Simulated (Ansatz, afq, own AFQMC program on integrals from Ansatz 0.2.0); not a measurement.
**BGeH3 (singlet): quantum Monte Carlo beside coupled cluster at twist about Ge1–B2 = 74.4°, cc-pVDZ, part 1 of 2**

Aim: compute BGeH3 (singlet) with auxiliary-field quantum Monte Carlo on the same integrals as coupled cluster, and set the energies side by side.

Program: Ansatz 0.2.0, Gaussian basis, and an in-house AFQMC program (afq) on its integrals; all values are calculated. Level of theory: cc-pVDZ, frozen cores. These are calculated values, not measurements.

Plan: PBE (unrestricted); r2SCAN (unrestricted); PBE0 (unrestricted); B3LYP (unrestricted); wB97M-V (unrestricted); B2PLYP (unrestricted); CCSD(T) on RHF; CCSDT(Q) on RHF; Phaseless AFQMC, CISD trial on RHF; Phaseless AFQMC, single-determinant trial on RHF; UHF; CCSD(T) on UHF; CCSDT(Q) on UHF; Phaseless AFQMC, CISD trial on UHF; Phaseless AFQMC, single-determinant trial on UHF.

6 further runs of the same task are left out: 6 that didn't finish.

### 1 The system

The geometry derives from a PBE0/def2-TZVP stationary point (not a proven minimum). One half is turned about the bond named; the halves are rigid. No spin-orbit coupling is included. The filled d shell of Ge may be among the frozen orbitals whatever the setting's name suggests; the logs give the count.

5 atoms, charge 0, spin multiplicity 1.

Atoms are counted from 1 here; the program's logs count them from 0.

Bond lengths: Ge1–B2 1.888 Å, Ge1–H3 1.530 Å, Ge1–H4 1.530 Å, B2–H5 1.183 Å. Angles: B2–Ge1–H3 116.3°, B2–Ge1–H4 116.3°, H3–Ge1–H4 113.1°, Ge1–B2–H5 159.5°.

As a file:

```
atom    x (Å)    y (Å)    z (Å)
 Ge1  -0.0323  -0.0046   0.2533
  B2   0.1300  -0.0046  -1.6273
  H3   0.4108   1.2723   0.9710
  H4   0.4108  -1.2816   0.9710
  H5   0.1146   0.3937  -2.7413
```

### 2 PBE (unrestricted)

in.yaml

```yaml
crystal:
  periodic: [false, false, false]
  atoms:
    - {symbol: Ge, position_ang: [-0.032340, -0.004643, 0.253275]}
    - {symbol: B, position_ang: [0.130010, -0.004644, -1.627262]}
    - {symbol: H, position_ang: [0.410837, 1.272345, 0.971049]}
    - {symbol: H, position_ang: [0.410837, -1.281630, 0.971050]}
    - {symbol: H, position_ang: [0.114551, 0.393719, -2.741327]}
basis:
  gaussian: {orbitals: cc-pVDZ}
magnetization: {spin_polarized: true, initial_magnetization: 0}
hamiltonian: {xc: {name: PBE}}
output: {orbitals: {seedname: orbitals}}
```

On the command line:

```sh
> ansatz run in.yaml --threads 1 --pin off --events-out ev --progress --plain --max-ram 1382MiB
```

Log:

```text
Functional definition: PBE
  name "PBE"
  cite "Perdew, Burke & Ernzerhof, Phys. Rev. Lett. 77, 3865 (1996) doi:10.1103/PhysRevLett.77.3865"
  parent pbe
  parameter kappa = 0.804
  parameter beta = 0.06672455060314922
  exchange = pbe_x(kappa = kappa, mu = beta*pi^2/3)
  correlation = pbe_c(beta = beta)
703 factors; their error is unknown
mean field evaluation 1: about -57227.7059 eV, gradient 1.4e1 eV
mean field evaluation 2: about -57223.6991 eV, gradient 2.3e1 eV
mean field evaluation 4: about -57229.2333 eV, gradient 1.3e0 eV
mean field evaluation 8: about -57229.2478 eV, gradient 3.2e-2 eV
mean field evaluation 16: about -57229.2313 eV, gradient 2.3e-5 eV
mean field evaluation 32: about -57226.8826 eV, gradient 3.2e0 eV
mean field -57229.23129593 eV, -2103.1354587593 hartree, gradient 1.0e-5 eV, S^2 0.000000; 4 other end points of the search recorded, 0 dependent functions left out
reference -57229.23132679 eV, -2103.1354598932 hartree; 20, 20 occupied and 36, 36 virtual orbitals, 703 factors
Total energy: -57229.23132679 eV, -2103.1354598932 hartree
```

Run time: 3.8 s. Hardware: 1 thread of Arm Neoverse V2, shared host.

From the report: ⟨S²⟩ of the determinant 0.000 (pure singlet: 0.00).

### 3 r2SCAN (unrestricted)

Changes to in.yaml since step 2:

```diff
@@ -11,3 +11,2 @@
 magnetization: {spin_polarized: true, initial_magnetization: 0}
-hamiltonian: {xc: {name: PBE}}
-output: {orbitals: {seedname: orbitals}}
+hamiltonian: {xc: {name: r2SCAN}}
```

The command is unchanged.

Log, shortened:

```text
Functional definition: r2SCAN
  name "r2SCAN"
  cite "Furness, Kaplan, Ning, Perdew & Sun, J. Phys. Chem. Lett. 11, 8208 (2020) doi:10.1021/acs.jpclett.0c02405"
  cite "Furness, Kaplan, Ning, Perdew & Sun, J. Phys. Chem. Lett. 11, 9248 (2020) doi:10.1021/acs.jpclett.0c03077"
  parent r2scan
[...]
703 factors; their error is unknown
[...]
mean field -57238.30299763 eV, -2103.4688376475 hartree, gradient 1.3e-5 eV, S^2 0.159641; 7 other end points of the search recorded, 0 dependent functions left out
reference -57238.30300787 eV, -2103.4688380240 hartree; 20, 20 occupied and 36, 36 virtual orbitals, 703 factors
Total energy: -57238.30300787 eV, -2103.4688380240 hartree
```

Wall time 12 s (1 thread of Arm Neoverse V2, shared host).

From the report: ⟨S²⟩ of the determinant 0.160 (pure singlet: 0.00).

### 4 PBE0 (unrestricted)

Changes to in.yaml since step 3:

```diff
@@ -11,2 +11,3 @@
 magnetization: {spin_polarized: true, initial_magnetization: 0}
-hamiltonian: {xc: {name: r2SCAN}}
+hamiltonian: {xc: {name: PBE0}}
+output: {orbitals: {seedname: orbitals}}
```

Launched as before.

Log, shortened:

```text
Functional definition: PBE0
  name "PBE0"
  cite "Adamo & Barone, J. Chem. Phys. 110, 6158 (1999) doi:10.1063/1.478522"
  cite "Perdew, Burke & Ernzerhof, Phys. Rev. Lett. 77, 3865 (1996) doi:10.1103/PhysRevLett.77.3865"
  parent pbe
[...]
590 factors; integrals over basis functions are off by at most 8.0e-4 eV
[...]
mean field -57230.91834982 eV, -2103.1974568461 hartree, gradient 5.2e-6 eV, S^2 0.000000; 2 other end points of the search recorded, 0 dependent functions left out
reference -57230.91837306 eV, -2103.1974577001 hartree; 20, 20 occupied and 36, 36 virtual orbitals, 590 factors
Total energy: -57230.91837306 eV, -2103.1974577001 hartree
```

Wall time 3.2 s (1 thread of Arm Neoverse V2, shared host).

From the report: ⟨S²⟩ of the determinant 0.000 (pure singlet: 0.00).

### 5 B3LYP (unrestricted)

Changes to in.yaml since step 4:

```diff
@@ -11,3 +11,2 @@
 magnetization: {spin_polarized: true, initial_magnetization: 0}
-hamiltonian: {xc: {name: PBE0}}
-output: {orbitals: {seedname: orbitals}}
+hamiltonian: {xc: {name: B3LYP}}
```

The command is unchanged.

Log, shortened:

```text
Functional definition: B3LYP
  name "B3LYP"
  cite "Stephens, Devlin, Chabalowski & Frisch, J. Phys. Chem. 98, 11623 (1994) doi:10.1021/j100096a001"
  cite "Becke, Phys. Rev. A 38, 3098 (1988) doi:10.1103/PhysRevA.38.3098"
  cite "Lee, Yang & Parr, Phys. Rev. B 37, 785 (1988) doi:10.1103/PhysRevB.37.785"
  cite "Vosko, Wilk & Nusair, Can. J. Phys. 58, 1200 (1980) doi:10.1139/p80-159"
[...]
590 factors; integrals over basis functions are off by at most 8.0e-4 eV
[...]
mean field -57240.63635844 eV, -2103.5545870758 hartree, gradient 3.1e-6 eV, S^2 0.000000; 2 other end points of the search recorded, 0 dependent functions left out
reference -57240.63657417 eV, -2103.5545950038 hartree; 20, 20 occupied and 36, 36 virtual orbitals, 590 factors
Total energy: -57240.63657417 eV, -2103.5545950038 hartree
```

Wall time 2.7 s (1 thread of Arm Neoverse V2, shared host).

From the report: ⟨S²⟩ of the determinant 0.000 (pure singlet: 0.00).

### 6 wB97M-V (unrestricted)

Changes to in.yaml since step 5:

```diff
@@ -11,2 +11,3 @@
 magnetization: {spin_polarized: true, initial_magnetization: 0}
-hamiltonian: {xc: {name: B3LYP}}
+hamiltonian: {xc: {name: wB97M-V}}
+output: {orbitals: {seedname: orbitals}}
```

Same command.

Log, shortened:

```text
Functional definition: wB97M-V
  name "wB97M-V"
  cite "Mardirossian & Head-Gordon, J. Chem. Phys. 144, 214110 (2016) doi:10.1063/1.4952647"
  cite "Becke, J. Chem. Phys. 107, 8554 (1997) doi:10.1063/1.475007"
  cite "Vydrov & Van Voorhis, J. Chem. Phys. 133, 244103 (2010) doi:10.1063/1.3521275"
  # Of w^i u^j: cxij and so on, Table III.
[...]
  gx(w, u) = 1 - cx + cx01*u + cx10*w
  gss(w, u) = css00 + css04*u^4 + css10*w + css20*w^2 + css43*w^4*u^3
  gos(w, u) = cos00 + cos10*w + (cos20 + cos21*u)*w^2 + (cos60 + cos61*u)*w^6
[...]
      + integral(e_c_pw_mod_opposite_spin*gos(b97_w_opposite, b97_u_opposite)) + vv10(b, c)
590 factors; integrals over basis functions are off by at most 8.0e-4 eV
188 factors; integrals over basis functions are off by at most 7.7e-6 eV
[...]
mean field -57235.27884860 eV, -2103.3577022206 hartree, gradient 2.3e-5 eV, S^2 0.000000; 4 other end points of the search recorded, 0 dependent functions left out
reference -57235.27888452 eV, -2103.3577035406 hartree; 20, 20 occupied and 36, 36 virtual orbitals, 590 factors
Total energy: -57235.27888452 eV, -2103.3577035406 hartree
```

Wall time 11 s (1 thread of Arm Neoverse V2, shared host).

From the report: ⟨S²⟩ of the determinant 0.000 (pure singlet: 0.00).

### 7 B2PLYP (unrestricted)

Changes to in.yaml since step 6:

```diff
@@ -11,3 +11,3 @@
 magnetization: {spin_polarized: true, initial_magnetization: 0}
-hamiltonian: {xc: {name: wB97M-V}}
-output: {orbitals: {seedname: orbitals}}
+hamiltonian: {xc: {name: B2PLYP}}
+correlation: {electrons: outside_noble_gas}
```

Launched as before.

Log, shortened:

```text
Functional definition: B2PLYP
  name "B2PLYP"
  cite "Grimme, J. Chem. Phys. 124, 034108 (2006) doi:10.1063/1.2148954"
  cite "Becke, Phys. Rev. A 38, 3098 (1988) doi:10.1103/PhysRevA.38.3098"
  cite "Lee, Yang & Parr, Phys. Rev. B 37, 785 (1988) doi:10.1103/PhysRevB.37.785"
[...]
590 factors; integrals over basis functions are off by at most 8.0e-4 eV
[...]
mean field -57225.12175203 eV, -2102.9844358066 hartree, gradient 2.6e-6 eV, S^2 0.042909; 7 other end points of the search recorded, 0 dependent functions left out
15 core orbitals not correlated: weight in the atoms' cores, before any rotation towards them, 0.999 or more for the frozen orbitals, at most 0.001 for the correlated occupied ones
reference -57225.12189004 eV, -2102.9844408783 hartree; 5, 5 occupied and 36, 36 virtual orbitals, 590 factors
second order -5.93870581 eV of doubles, -0.00000000 eV of singles
Total energy: -57226.72534061 eV, -2103.0433665999 hartree
```

It took 9 s on 1 thread of Arm Neoverse V2, shared host.

From the report: ⟨S²⟩ of the determinant 0.043 (pure singlet: 0.00).

### 8 CCSD(T) on RHF

Changes to in.yaml since step 7:

```diff
@@ -10,4 +10,3 @@
   gaussian: {orbitals: cc-pVDZ}
-magnetization: {spin_polarized: true, initial_magnetization: 0}
-hamiltonian: {xc: {name: B2PLYP}}
-correlation: {electrons: outside_noble_gas}
+magnetization: {spin_polarized: false}
+correlation: {method: ccsd_t, electrons: outside_noble_gas, hamiltonian_folder: ham}
```

The command is unchanged.

Log, shortened:

```text
Functional definition: HF
  name "HF"
  cite "Fock, Z. Phys. 61, 126 (1930) doi:10.1007/BF01340294"
  parent pbe
[...]
590 factors; integrals over basis functions are off by at most 8.0e-4 eV
[...]
mean field -57188.58502113 eV, -2101.6417357112 hartree, gradient 6.3e-6 eV, S^2 0.000000; 0 other end points of the search recorded, 0 dependent functions left out; unrestricted orbitals would lower it
15 core orbitals not correlated: weight in the atoms' cores, before any rotation towards them, 0.999 or more for the frozen orbitals, at most 0.000 for the correlated occupied ones
reference -57188.58502113 eV, -2101.6417357112 hartree; 5, 5 occupied and 36, 36 virtual orbitals, 590 factors
second order -4.64012799 eV of doubles, -0.00000000 eV of singles
cycle   1  -5.33713552 eV  change   -7.0e-1 eV  update   8.1e-2
[...]
cycle  14  -5.68064448 eV  change    6.5e-6 eV  update   2.0e-6
perturbative correction -0.21644793 eV, -0.0079543147 hartree
Total energy: -57194.48211353 eV, -2101.8584498600 hartree
```

Run time: 1 s. Hardware: 1 thread of Arm Neoverse V2, shared host.

From the report: correlation -5.8971 eV; T1 0.019; largest double amplitude 0.18.

This run also writes the integrals to the folder ham.

### 9 CCSDT(Q) on RHF

Changes to in.yaml since step 8:

```diff
@@ -11,2 +11,2 @@
 magnetization: {spin_polarized: false}
-correlation: {method: ccsd_t, electrons: outside_noble_gas, hamiltonian_folder: ham}
+correlation: {method: ccsdt_q, electrons: outside_noble_gas}
```

Launched as before.

Log, shortened:

```text
Functional definition: HF
  name "HF"
  cite "Fock, Z. Phys. 61, 126 (1930) doi:10.1007/BF01340294"
  parent pbe
[...]
1078 factors; integrals over basis functions are off by at most 1.8e-7 eV
[...]
mean field -57188.58512337 eV, -2101.6417394684 hartree, gradient 5.9e-6 eV, S^2 0.000000; 0 other end points of the search recorded, 0 dependent functions left out; unrestricted orbitals would lower it
15 core orbitals not correlated: weight in the atoms' cores, before any rotation towards them, 0.999 or more for the frozen orbitals, at most 0.000 for the correlated occupied ones
reference -57188.58512337 eV, -2101.6417394684 hartree; 5, 5 occupied and 36, 36 virtual orbitals, 1078 factors
second order -4.64016377 eV of doubles, -0.00000000 eV of singles
cycle   1  -5.33713799 eV  change   -7.0e-1 eV  update   9.2e-2
[...]
cycle  19  -5.93418852 eV  change   -4.1e-7 eV  update   6.8e-7
perturbative correction -0.01373107 eV, -0.0005046074 hartree
Total energy: -57194.53304295 eV, -2101.8603214817 hartree
```

Run time: 11 s. Hardware: 1 thread of Arm Neoverse V2, shared host; peak memory 0.25 GiB.

From the report: correlation -5.9479 eV; T1 0.020; largest double amplitude 0.21.

### 10 Phaseless AFQMC, CISD trial on RHF

It reads the integrals that the CCSD(T) run on this determinant wrote.

On the command line:

```sh
> afq ham --method phaseless --trial cisd --walkers 60 --populations 1 --least-time 40 --time-step 0.005 --steps-per-block 50 --equilibration-blocks 40 --max-blocks 300 --target-error 0.00076 --factor-cut 1e-05 --seed 8303 --release-times 0.24,0.51,0.99,1.62,2.4 --release-step 0.03 --release-every 4 --taylor-order 6
```

Log:

```text
orbitals 41  electrons 5 5  factors 336 of 590
reference energy -2101.64173571 Eh
CCSD correlation -0.20875982 Eh in 13 cycles, weight of the determinant in the CISD state 0.8557
energy of the start -2101.850496 Eh
 block  time / (1/Eh)  mean weight  energy / Eh
     1     0.250  0.9988  -2101.847352
     2     0.500  0.9997  -2101.847880
     3     0.750  0.9997  -2101.848280
     4     1.000  1.0024  -2101.852524
     5     1.250  0.9995  -2101.854077
     6     1.500  0.9984  -2101.854398
     7     1.750  0.9985  -2101.853853
     8     2.000  1.0026  -2101.857536
     9     2.250  0.9990  -2101.858602
    10     2.500  0.9988  -2101.859213
    11     2.750  1.0006  -2101.861332
    16     4.000  1.0019  -2101.858797
    21     5.250  0.9998  -2101.857121
    26     6.500  1.0015  -2101.856497
    31     7.750  0.9988  -2101.862676
    36     9.000  1.0015  -2101.871414
    41    10.250  1.0009  -2101.857913
    46    11.500  1.0031  -2101.858730
    51    12.750  0.9984  -2101.855494
    56    14.000  1.0014  -2101.856209
    61    15.250  0.9988  -2101.859596
    66    16.500  0.9962  -2101.854746
    71    17.750  1.0004  -2101.858028
    76    19.000  1.0020  -2101.857173
    81    20.250  0.9997  -2101.860828
    86    21.500  0.9998  -2101.864671
    91    22.750  1.0011  -2101.859261
    96    24.000  0.9998  -2101.856896
   101    25.250  1.0003  -2101.857031
   106    26.500  0.9991  -2101.855674
   111    27.750  0.9993  -2101.858639
   116    29.000  0.9994  -2101.856944
   121    30.250  0.9995  -2101.862607
   126    31.500  1.0012  -2101.861420
   131    32.750  1.0023  -2101.859049
   136    34.000  1.0001  -2101.859192
   141    35.250  0.9999  -2101.858880
   146    36.500  0.9991  -2101.858347
   151    37.750  0.9986  -2101.853204
   156    39.000  0.9999  -2101.860512
   161    40.250  0.9951  -2101.852202
   166    41.500  1.0018  -2101.856084
   171    42.750  1.0003  -2101.864724
   176    44.000  0.9993  -2101.853730
   181    45.250  0.9998  -2101.854480
   186    46.500  1.0020  -2101.852365
   191    47.750  1.0020  -2101.856577
   196    49.000  1.0004  -2101.860110
blocks merged  error / Eh  count
     1  0.000294  160
     2  0.000359  80
     4  0.000407  40
     8  0.000500  20
    16  0.000476  10
released: time / (1/Eh)  energy / Eh  error  mean overlap
  0.24  -2101.859942  0.000770  0.9930
  0.51  -2101.859859  0.000613  1.0048
  0.99  -2101.860651  0.000582  0.9774
  1.62  -2101.859378  0.000501  0.9949
  2.40  -2101.859889  0.000692  1.0158
energy -2101.858502 +/- 0.000500 Eh
```

It took 2.1 min on 1 thread of Arm Neoverse V2, shared host.

Energy -57194.4835 ± 0.0136 eV. Caveats: constraint bias not in the error.

### 11 Phaseless AFQMC, single-determinant trial on RHF

It reads the integrals that the CCSD(T) run on this determinant wrote.

On the command line:

```sh
> afq ham --method phaseless --trial hf --walkers 120 --populations 1 --least-time 40 --time-step 0.005 --steps-per-block 20 --equilibration-blocks 160 --max-blocks 600 --target-error 0.00228 --factor-cut 1e-05 --seed 6866 --taylor-order 6
```

Log:

```text
orbitals 41  electrons 5 5  factors 336 of 590
reference energy -2101.64173571 Eh
CCSD correlation -0.20875982 Eh in 13 cycles, weight of the determinant in the CISD state 0.8557
energy of the start -2101.641736 Eh
 block  time / (1/Eh)  mean weight  energy / Eh
     1     0.100  1.0000  -2101.674295
     2     0.200  1.0029  -2101.703129
     3     0.300  1.0015  -2101.720846
     4     0.400  1.0013  -2101.739940
     5     0.500  1.0010  -2101.755109
     6     0.600  1.0004  -2101.769531
     7     0.700  1.0018  -2101.775065
     8     0.800  1.0009  -2101.780411
     9     0.900  1.0006  -2101.790719
    10     1.000  0.9995  -2101.800888
    20     2.000  0.9981  -2101.850572
    39     3.900  1.0013  -2101.871233
    58     5.800  0.9992  -2101.860773
    77     7.700  0.9992  -2101.858475
    96     9.600  1.0003  -2101.856136
   115    11.500  0.9996  -2101.847502
   134    13.400  1.0003  -2101.870160
   153    15.300  0.9997  -2101.850376
   172    17.200  0.9993  -2101.887334
   191    19.100  1.0016  -2101.899281
   210    21.000  0.9980  -2101.862569
   229    22.900  0.9985  -2101.944645
   248    24.800  0.9996  -2101.883974
   267    26.700  1.0003  -2101.873657
   286    28.600  1.0001  -2101.865262
   305    30.500  0.9997  -2101.882152
   324    32.400  0.9994  -2101.867072
   343    34.300  1.0001  -2101.842104
   362    36.200  1.0012  -2101.855137
   381    38.100  0.9990  -2101.852496
   400    40.000  1.0004  -2101.846120
   419    41.900  1.0008  -2101.858446
   438    43.800  0.9989  -2101.849593
   457    45.700  1.0007  -2101.852085
   476    47.600  1.0012  -2101.860081
   495    49.500  0.9994  -2101.873178
   514    51.400  1.0015  -2101.838027
   533    53.300  1.0011  -2101.857097
   552    55.200  1.0004  -2101.853452
   571    57.100  1.0008  -2101.872280
   590    59.000  0.9992  -2101.894871
   609    60.900  1.0016  -2101.856273
   628    62.800  0.9981  -2102.011387
   647    64.700  1.0000  -2101.886738
   666    66.600  1.0008  -2101.855967
   685    68.500  0.9988  -2101.853090
   704    70.400  0.9996  -2101.856414
   723    72.300  1.0006  -2101.870520
   742    74.200  1.0007  -2101.868205
blocks merged  error / Eh  count
     1  0.000976  600
     2  0.001311  300
     4  0.001660  150
     8  0.002110  75
    16  0.002531  37
    32  0.003055  18
    64  0.003756  9
energy -2101.864964 +/- 0.003055 Eh
```

Wall time 2.7 min (1 thread of Arm Neoverse V2, shared host).

Energy -57194.6594 ± 0.0831 eV. Caveats: constraint bias not in the error. The error still grows with block length (0.0689 to 0.1022 eV), so the bar may be too small.

### 12 UHF

Changes to in.yaml since step 9:

```diff
@@ -10,3 +10,4 @@
   gaussian: {orbitals: cc-pVDZ}
-magnetization: {spin_polarized: false}
-correlation: {method: ccsdt_q, electrons: outside_noble_gas}
+magnetization: {spin_polarized: true, initial_magnetization: 0}
+hamiltonian: {xc: hf}
+output: {orbitals: {seedname: orbitals}}
```

On the command line:

```sh
> ansatz run in.yaml --threads 1 --pin off --events-out ev --progress --plain --max-ram 1382MiB
```

Log:

```text
Functional definition: HF
  name "HF"
  cite "Fock, Z. Phys. 61, 126 (1930) doi:10.1007/BF01340294"
  parent pbe
  exchange = exact_x
  correlation = 0
590 factors; integrals over basis functions are off by at most 8.0e-4 eV
mean field evaluation 1: about -57187.6470 eV, gradient 8.4e0 eV
mean field evaluation 2: about -57187.6660 eV, gradient 8.4e0 eV
mean field evaluation 4: about -57188.5633 eV, gradient 1.1e0 eV
mean field evaluation 8: about -57188.5850 eV, gradient 5.0e-3 eV
mean field evaluation 16: about -57188.5802 eV, gradient 4.6e-1 eV
mean field evaluation 32: about -57188.7869 eV, gradient 1.8e-5 eV
mean field evaluation 64: about -57188.7217 eV, gradient 2.0e-1 eV
mean field evaluation 96: about -57188.7051 eV, gradient 2.8e-1 eV
mean field evaluation 128: about -57188.5073 eV, gradient 7.6e-1 eV
mean field -57188.78687881 eV, -2101.6491538442 hartree, gradient 6.3e-6 eV, S^2 0.555992; 6 other end points of the search recorded, 0 dependent functions left out
reference -57188.78687881 eV, -2101.6491538442 hartree; 20, 20 occupied and 36, 36 virtual orbitals, 590 factors
Total energy: -57188.78687881 eV, -2101.6491538442 hartree
```

Run time: 2.3 s. Hardware: 1 thread of Arm Neoverse V2, shared host.

From the report: ⟨S²⟩ of the determinant 0.556 (pure singlet: 0.00). The determinant is far from a pure spin state, so its energy mixes those of several spin states (harmless only where they are near-degenerate, as at dissociation).

(Continued in part 2 of 2.)
